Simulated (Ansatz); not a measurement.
# SrRh: the cost of one run

Computed with Ansatz 0.2.0 (DFT r2SCAN, scalar-relativistic, plane waves, PAW, unless a step's input says otherwise).

### Step 1. The structure to begin with

Symmetry: R-3m, No. 166, trigonal system. The conventional cell has a = 3.173 Å, b = 3.173 Å, c = 15.159 Å, α = 90.00°, β = 90.00°, γ = 120.00°. Sr (site symmetry -3m) has 6 Rh at 3.12 Å and 6 Sr at 3.17 Å as nearest neighbours. Around Rh (site symmetry -3m) lie 6 Sr at 3.12 Å and 6 Rh at 3.17 Å.

Coordinates:

```
Sr Rh
1.0
     1.58643    0.91592    5.05307
    -1.58643    0.91592    5.05307
     0.00000   -1.83185    5.05307
Sr Rh
1 1
Direct
  0.00000 0.00000 0.00000
  0.50000 0.50000 0.50000
```

(A quick probe on a coarse mesh, which set the mesh and smearing, is not shown.)

### Step 3. Relaxing cell and atoms

Input file input.yaml:

```yaml
crystal:
  lattice:
    - [1.5864282654, 0.9159247861, 5.0530678085]
    - [-1.5864282654, 0.9159247861, 5.0530678085]
    - [0.0, -1.8318495722, 5.0530678085]
  atoms:
    - { symbol: Sr, position: [0.0, 0.0, 0.0] }
    - { symbol: Rh, position: [0.5, 0.5, 0.5] }
basis:
  ecutwfc: 500
kpoints:
  mp_grid: { grid: [24, 24, 24] }
hamiltonian:
  xc: r2scan
scf:
  occupations: { method: gaussian, width: 0.1 }
output:
  forces: true
  stress: true
  eigenvalues: true
relax:
  adjacent_minimum: "off"
  f_tol: 0.01
  max_steps: 80
  cell: { stress_tol: 0.05 }
```

On the command line:

```
$ ansatz run input.yaml --threads 1 --pin off --max-ram 2560MiB --backend cpu --events-out ev --progress --plain --runs-dir out
```

**Question.** How long does this run take on 1 thread of Intel Xeon Platinum 8259CL at 2.50GHz (Skylake/Cascade Lake), shared host, and how much memory does it need?

About 15 min, with a peak of 1.4 GiB.
